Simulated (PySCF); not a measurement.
Write a Python script for PySCF 2.14.0 that does the following.

- Task: atomic charges
- Functional: M06
- Dispersion: D4
- Potentials or basis: 6-31g* (all-electron)
- k mesh: 1 × 1 × 1
- Occupations: fixed
- Spin: no spin polarisation
- Exponents discarded below (exp_to_discard): 0 1/bohr^2
- Three-body dispersion term: yes
- conv_tol: 1e-07 Ha
- max_cycle: 60
- exxdiv: ewald
- Relativity: none
- Coulomb method: Gaussian density fitting (GDF)
- Grid for exchange and correlation: Becke, atom-centred
- Three-centre integrals: read from an earlier run's file

The structure of OGaClH2 lies in GaH2ClO.cif:

```cif
data_GaH2ClO
_cell_length_a 13.00000000
_cell_length_b 13.00000000
_cell_length_c 11.00000000
_cell_angle_alpha 90.00000000
_cell_angle_beta 90.00000000
_cell_angle_gamma 90.00000000
_space_group_name_H-M_alt 'P1'
_space_group_name_Hall 'P 1'
_space_group_IT_number 1
loop_
_space_group_symop_operation_xyz
'x,y,z'
loop_
_atom_site_label
_atom_site_type_symbol
_atom_site_symmetry_multiplicity
_atom_site_Wyckoff_symbol
_atom_site_fract_x
_atom_site_fract_y
_atom_site_fract_z
_atom_site_occupancy
O1 O 1 a 0.4198576900 0.5611538500 0.4632681800 1
Ga1 Ga 1 a 0.5446576900 0.5374692300 0.5217318200 1
Cl1 Cl 1 a 0.5798500000 0.3786461500 0.5543136400 1
H1 H 1 a 0.3798653800 0.4997846200 0.4518681800 1
H2 H 1 a 0.6221346200 0.6245846200 0.5472500000 1
```

One way to write it, as run:

run.py

```python
import json
import numpy as np
from pyscf.pbc import gto, scf, dft, df

cell = gto.Cell()
cell.basis = '6-31g*'
cell.fromfile('GaH2ClO.cif')
cell.exp_to_discard = 0
cell.precision = 1e-08
cell.max_memory = 2520  # MB
cell.verbose = 4
cell.build()

res = {}
from pyscf.dispersion import dftd4
d = dftd4.DFTD4Dispersion(cell, xc='m06', atm=True).get_dispersion(grad=True)
print('dispersion energy = %.10f' % d['energy'])
res['e_disp'] = float(d['energy'])

kpts = cell.make_kpts([1, 1, 1])
mf = dft.KRKS(cell, kpts, xc='m06', exxdiv='ewald')
mf = mf.density_fit()
mf.with_df._cderi = 'cderi.h5'  # three-centre integrals saved by an earlier run on this cell, basis and mesh
mf.conv_tol = 1e-07
mf.max_cycle = 60

mf.kernel()
res.update(converged=bool(mf.converged), e_tot=mf.e_tot, nelec=cell.nelectron, nao=cell.nao, mesh=list(map(int, cell.mesh)), a=cell.lattice_vectors().tolist(), coords=cell.atom_coords().tolist(),
           mo_energy=[np.real(x).tolist() for x in mf.mo_energy], mo_occ=[np.real(x).tolist() for x in mf.mo_occ])
res.update(kpts=cell.get_scaled_kpts(kpts).tolist())
res['parts'] = {k: float(np.real(v)) for k, v in mf.scf_summary.items() if np.isscalar(v)}
json.dump(res, open('results.json', 'w'))
if not mf.converged:
    raise SystemExit('SCF not converged')

print('levels (eV)')
for i, kp in enumerate(res['kpts'][:40]):
    print('k %7.4f %7.4f %7.4f  ' % tuple(kp), ' '.join('%.3f' % (x * 27.211386) for x in res['mo_energy'][i][:34]))

# Mulliken populations
dm, s = np.asarray(mf.make_rdm1()), np.asarray(mf.get_ovlp())
sites = cell.aoslice_by_atom()[:, 2:]
tot = np.einsum('kij,kji->i', dm, s).real / len(kpts)
res['mulliken'] = [cell.atom_charge(i) - tot[a0:a1].sum() for i, (a0, a1) in enumerate(sites)]
print('Mulliken charges', np.round(res['mulliken'], 5))
res['meta_lowdin'] = mf.mulliken_meta()[1].tolist()
res['done'] = True
json.dump(res, open('results.json', 'w'))
```

Potentials or basis: 6-31g* (all-electron).

Command:

```console
$ OMP_NUM_THREADS=2 python -u run.py > log
```

Results of the run:

* Gap between the frontier levels: 7.40 eV
* Meta-löwdin charges: O -0.65; Ga +0.60; Cl -0.28; H +0.34, -0.01 e
* Dispersion energy per atom: -0.003 eV

Caveat: this is a molecule in a periodic box at the Γ point, so its band gap is the HOMO-LUMO gap; the energy listed adds the dispersion energy to the SCF energy of the log; population charges move with the basis; relativity is left out, which matters for the heavier elements; the basis of atomic orbitals isn't converged, which shifts pressures, moduli and gaps.

It took 23 s on 2 threads of Intel(R) Xeon(R) Processor @ 2.70GHz, with other jobs on the host, peak memory 1.9 GiB.
